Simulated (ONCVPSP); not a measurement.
# Pseudopotential generation for gadolinium: ONCV, LDA (Perdew-Wang 92)

Aim: build the potential from the settings below, then test how well it stands in for the atom: other configurations, scattering, ghost states and the plane-wave cutoff that it needs.

The numbers are computed with ONCVPSP 4.0.1.1 (patched build) (LDA (Perdew-Wang 92), scalar-relativistic, spin-unpolarised reference atom).

## 1. Settings

The settings as typed:

| Quantity | Value |
| --- | --- |
| element | gadolinium (Gd, Z = 64) |
| type | optimised norm-conserving Vanderbilt (ONCV) |
| frozen core | [Kr] 4d10 |
| valence charge | 18 |
| reference configuration | 4f6.5 5s2 5p6 5d1.5 6s2 |
| partial waves | 5s+6s: rc 2.15 bohr, ncon 4, nbas 8, qcut 7 1/bohr, 2 projectors; 5p: rc 1.95 bohr, ncon 4, nbas 8, qcut 7.7 1/bohr, 1 projector; 5d: rc 2.05 bohr, ncon 4, nbas 8, qcut 4.8 1/bohr, 2 projectors, debl 3.9 Ha; 4f: rc 1.10 bohr, ncon 4, nbas 9, qcut 13.6 1/bohr, 2 projectors, debl 3.3 Ha |
| local potential | polynomial inside 1.00 bohr (lpopt 5, dvloc0 4 Ha) |
| core correction | Teter function, fcfact 2.5, rcfact 1.75 |

The nodes and maxima of the atom's own shells, from an earlier all-electron run, set the scale for the radii.

All-electron outer shells of the reference configuration (LDA (PZ), scalar-relativistic, ld1.x):

```tsv
shell	level (eV)	outermost node (bohr)	outermost maximum (bohr)
4d	-151.34	0.27	0.56
5s	-51.68	0.65	1.18
5p	-28.78	0.70	1.34
4f	-12.11	–	0.56
6s	-4.44	1.59	3.29
5d	-3.22	0.79	1.90
6p	-1.43	1.89	4.44
```

## 2. Generating the potential

Gd.dat reads:

```
# ATOM AND REFERENCE CONFIGURATION
# atsym  z   nc   nv     iexc    psfile
  Gd 64.00    9    5  -001012      upf
#
#   n    l    f
    1    0    2.00
    2    0    2.00
    2    1    6.00
    3    0    2.00
    3    1    6.00
    3    2   10.00
    4    0    2.00
    4    1    6.00
    4    2   10.00
    4    3    6.50
    5    0    2.00
    5    1    6.00
    5    2    1.50
    6    0    2.00
#
# PSEUDOPOTENTIAL AND OPTIMIZATION
# lmax
    3
#
#   l,   rc,      ep,       ncon, nbas, qcut
    0    2.15    0.00    4    8    7.00
    1    1.95    0.00    4    8    7.70
    2    2.05    0.00    4    8    4.80
    3    1.10    0.00    4    9   13.60
#
# LOCAL POTENTIAL
# lloc, lpopt,  rc(5),   dvloc0
    4    5    1.00    4.00
#
# VANDERBILT-KLEINMAN-BYLANDER PROJECTORs
# l, nproj, debl
    0    2    0.40
    1    1    3.90
    2    2    3.90
    3    2    3.30
#
# MODEL CORE CHARGE
# icmod, fcfact, rcfact
    3    2.50    1.75
#
# LOG DERIVATIVE ANALYSIS
# epsh1, epsh2, depsh
   -3.00    5.00    0.02
#
# OUTPUT GRID
# rlmax, drl
    6.00    0.01
#
# TEST CONFIGURATIONS
# ncnf
    4
# nvcnf
#   n    l    f
    5
    4    3    7.00
    5    0    2.00
    5    1    6.00
    5    2    1.00
    6    0    2.00
#
    5
    4    3    7.00
    5    0    2.00
    5    1    6.00
    5    2    1.00
    6    0    1.00
#
    5
    4    3    7.00
    5    0    2.00
    5    1    6.00
    5    2    1.00
    6    0    0.00
#
    5
    4    3    6.00
    5    0    2.00
    5    1    6.00
    5    2    2.00
    6    0    1.00
#
```

Run with:

```
$ oncvpsp.x < Gd.dat > Gd.out
```

Q: Predict the outcome of this session. Wanted: cutoffs for 1 and 0.1 mHa per electron, occupied waves; bound ghosts; GHOST(+) flags; largest test error; largest phase difference near zero energy, channels read; rms error of d²Exc/dn², without and with the model core.

As calculated:

| quantity | value |
| --- | --- |
| cutoffs for 1 and 0.1 mHa per electron, occupied waves | 89 Ha and 246 Ha |
| bound ghosts | s at -103.27 eV |
| GHOST(+) flags | p at 13 eV |
| largest test error (AE − PS) | +27 meV, for 4f6 5s2 5p6 5d2 6s1 |
| largest phase difference near zero energy, channels read | 0.259 rad |
| rms error of d²Exc/dn², without and with the model core | 7.26 and 3.71 mHa |

What this shows: It has a bound ghost (s), a state that the atom doesn't have, and that rules the file out. By total energies transferability is fair: the largest error is 27 meV on 12.4 eV, for 4f6 5s2 5p6 5d2 6s1. By its cutoff, 89 Ha for the looser tolerance, it is very hard. The tighter tolerance needs 246 Ha, and converged work needs a cutoff nearer that. At the looser tolerance the 4f wave is the slowest; 5p needs 18 Ha. Near zero energy the largest phase difference among the channels read is 0.26 rad, in the p channel. The pseudo curves have a pole with no partner nearby in the atom's: p at 0.73 Ha. At positive energy that is a spurious or a displaced resonance. The program also flags highly localised states, GHOST(+) (p).
